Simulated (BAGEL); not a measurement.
# CH3BFNS (SMILES [H]/N=C(\F)BS): HF/STO-3G (density fitting with qzvpp-jkfit)

What is the vertical singlet–triplet gap of CH3BFNS at HF/STO-3G (density fitting with qzvpp-jkfit)? 

The results are computed with BAGEL 1.2.2.

3 further runs of the same task are left out: 3 that didn't finish.

**1. The structure to begin with**

CH3BFNS has 8 atoms, charge 0, and is taken as a singlet. SMILES: `[H]/N=C(\F)BS`. Geometry: relaxed at PBE0-D4/def2-TZVP. This is one conformer, not always the lowest.

Bond lengths: N1–C2 1.252 Å, C2–F3 1.354 Å, C2–B4 1.579 Å, B4–S5 1.755 Å, N1–H6 1.020 Å, B4–H7 1.189 Å, S5–H8 1.350 Å. Angles: N1–C2–F3 121.1°, N1–C2–B4 124.6°, F3–C2–B4 114.2°, C2–B4–S5 119.6°, C2–N1–H6 112.6°, C2–B4–H7 121.4°, S5–B4–H7 119.1°, B4–S5–H8 95.5°.

**2. The energy at HF/STO-3G (density fitting with qzvpp-jkfit)**

Contents of calc.json:

```json
{ "bagel" : [

{
  "title" : "molecule",
  "basis" : "sto-3g",
  "df_basis" : "qzvpp-jkfit",
  "angstrom" : true,
  "geometry" : [
    { "atom" : "N", "xyz" : [   -0.609500,    1.141200,    0.549300 ] },
    { "atom" : "C", "xyz" : [    0.366200,    0.358100,    0.495800 ] },
    { "atom" : "F", "xyz" : [    1.453300,    0.539900,    1.282800 ] },
    { "atom" : "B", "xyz" : [    0.458400,   -0.897500,   -0.457500 ] },
    { "atom" : "S", "xyz" : [   -0.874300,   -1.263500,   -1.539900 ] },
    { "atom" : "H", "xyz" : [   -0.474800,    1.889400,    1.229400 ] },
    { "atom" : "H", "xyz" : [    1.414400,   -1.604000,   -0.459200 ] },
    { "atom" : "H", "xyz" : [   -1.641600,   -0.220700,   -1.156700 ] }
  ]
},
{ "title" : "hf" },
{ "title" : "print", "file" : "orbitals.molden", "orbitals" : true }

]}
```

Launch:

```
BAGEL_NUM_THREADS=1 BAGEL calc.json > calc.out
```

The program printed:

```text
* using 1 threads per process

  ===============================================================
  ===============================================================

  *** Geometry ***

  { "atom" : "N", "xyz" : [     -1.151788,      2.156555,      1.038027 ] },
  { "atom" : "C", "xyz" : [      0.692018,      0.676711,      0.936926 ] },
  { "atom" : "F", "xyz" : [      2.746339,      1.020263,      2.424141 ] },
  { "atom" : "B", "xyz" : [      0.866250,     -1.696029,     -0.864550 ] },
  { "atom" : "S", "xyz" : [     -1.652188,     -2.387669,     -2.909989 ] },
  { "atom" : "H", "xyz" : [     -0.897242,      3.570449,      2.323229 ] },
  { "atom" : "H", "xyz" : [      2.672829,     -3.031121,     -0.867762 ] },
  { "atom" : "H", "xyz" : [     -3.102174,     -0.417063,     -2.185846 ] },

  Number of auxiliary basis functions:      486

  Since a DF basis is specified, we compute 2- and 3-index integrals:
    o Being stored without compression. Storage requirement is 0.004 GB

  Number of basis functions:       32
  Number of electrons      :       46

    * METHOD: MOLECULE                             0.16

  *** RHF ***

  === Nuclear Repulsion ===
   191.0680061809

      * DIIS with orbital gradients will be used.

  === RHF iteration (sto-3g) ===
      0       -608.33365025          0.02075447           0.02
      1       -608.44141607          0.01029476           0.02
      2       -608.46937181          0.00176302           0.02
      3       -608.47115322          0.00063926           0.02
      4       -608.47142813          0.00021442           0.02
      5       -608.47147299          0.00004471           0.02
      6       -608.47147456          0.00001128           0.02
      7       -608.47147464          0.00000399           0.02
      8       -608.47147465          0.00000092           0.02
      9       -608.47147465          0.00000025           0.02
     10       -608.47147465          0.00000008           0.02
     11       -608.47147465          0.00000003           0.02
     12       -608.47147465          0.00000001           0.02
     13       -608.47147465          0.00000001           0.02
    * SCF iteration converged.

    * Permanent dipole moment:
           (    0.008975,    -0.154173,    -0.117916) a.u.

    * METHOD: HF                                   0.43

    * METHOD: PRINT                                0.00

  ===============================================================
```

It took 0.76 s on 1 thread of Arm Neoverse V2, shared host.

**3. The triplet at the same level**

Contents of input.json:

```json
{ "bagel": [

{
  "title": "molecule",
  "basis": "sto-3g",
  "df_basis": "qzvpp-jkfit",
  "angstrom": true,
  "geometry": [
    { "atom": "N", "xyz": [      -0.609500,       1.141200,       0.549300 ] },
    { "atom": "C", "xyz": [       0.366200,       0.358100,       0.495800 ] },
    { "atom": "F", "xyz": [       1.453300,       0.539900,       1.282800 ] },
    { "atom": "B", "xyz": [       0.458400,      -0.897500,      -0.457500 ] },
    { "atom": "S", "xyz": [      -0.874300,      -1.263500,      -1.539900 ] },
    { "atom": "H", "xyz": [      -0.474800,       1.889400,       1.229400 ] },
    { "atom": "H", "xyz": [       1.414400,      -1.604000,      -0.459200 ] },
    { "atom": "H", "xyz": [      -1.641600,      -0.220700,      -1.156700 ] }
  ]
},

{
  "title": "uhf",
  "nopen": 2
},

{
  "title": "print",
  "file": "orbitals.molden",
  "orbitals": true
}

]}
```

Launch:

```
BAGEL_NUM_THREADS=1 BAGEL input.json > input.out
```

The program printed:

```text
* using 1 threads per process

  ===============================================================
  ===============================================================

  *** Geometry ***

  { "atom" : "N", "xyz" : [     -1.151788,      2.156555,      1.038027 ] },
  { "atom" : "C", "xyz" : [      0.692018,      0.676711,      0.936926 ] },
  { "atom" : "F", "xyz" : [      2.746339,      1.020263,      2.424141 ] },
  { "atom" : "B", "xyz" : [      0.866250,     -1.696029,     -0.864550 ] },
  { "atom" : "S", "xyz" : [     -1.652188,     -2.387669,     -2.909989 ] },
  { "atom" : "H", "xyz" : [     -0.897242,      3.570449,      2.323229 ] },
  { "atom" : "H", "xyz" : [      2.672829,     -3.031121,     -0.867762 ] },
  { "atom" : "H", "xyz" : [     -3.102174,     -0.417063,     -2.185846 ] },

  Number of auxiliary basis functions:      486

  Since a DF basis is specified, we compute 2- and 3-index integrals:
    o Being stored without compression. Storage requirement is 0.004 GB

  Number of basis functions:       32
  Number of electrons      :       46

    * METHOD: MOLECULE                             0.16

  *** Open-shell HF ***

  === Nuclear Repulsion ===
   191.0680061809

      * DIIS with orbital gradients will be used.

  === UHF iteration (sto-3g) ===
      0       -608.16932392          0.03214497           0.05
      1       -608.28077151          0.01319000           0.05
      2       -608.30308809          0.00576381           0.05
      3       -608.31110428          0.00247948           0.05
      4       -608.31868328          0.00114753           0.05
      5       -608.32153002          0.00035774           0.05
      6       -608.32199388          0.00025768           0.05
      7       -608.32224502          0.00021782           0.05
      8       -608.32249256          0.00007665           0.05
      9       -608.32249952          0.00002248           0.05
     10       -608.32250153          0.00000651           0.05
     11       -608.32250173          0.00000263           0.05
     12       -608.32250178          0.00000078           0.05
     13       -608.32250178          0.00000025           0.05
     14       -608.32250179          0.00000013           0.05
     15       -608.32250179          0.00000007           0.05
     16       -608.32250179          0.00000003           0.05
     17       -608.32250179          0.00000001           0.05
     18       -608.32250179          0.00000001           0.05
    * SCF iteration converged.

    * S^2 (UHF) is 2.1751

    * Permanent dipole moment:
           (    1.339903,     0.474699,     1.174610) a.u.

    * METHOD: UHF                                  1.02

    * METHOD: PRINT                                0.00

  ===============================================================
```

Wall time 1.4 s (1 thread of Arm Neoverse V2, shared host).

**4. Outcome**

At HF/STO-3G (density fitting with qzvpp-jkfit):

| quantity | value |
| --- | --- |
| singlet: total energy | -608.47147 Eh |
| singlet: dipole moment | 0.49 D |
| singlet: HOMO energy | -8.37 eV |
| singlet: LUMO energy | 5.29 eV |
| singlet: HOMO–LUMO gap | 13.66 eV |
| triplet: total energy | -608.32250 Eh |
| triplet: dipole moment | 4.69 D |
| triplet: ⟨S²⟩ | 2.175 |
| vertical energy of the triplet above the singlet | 4.054 eV |

At this shape the triplet lies 4.05 eV (93 kcal/mol) above the singlet. In a minimal basis such a difference can be off by several eV, whatever the method. ⟨S²⟩ (triplet) is 2.18 where a pure triplet has 2.00: the reference is spin-contaminated.
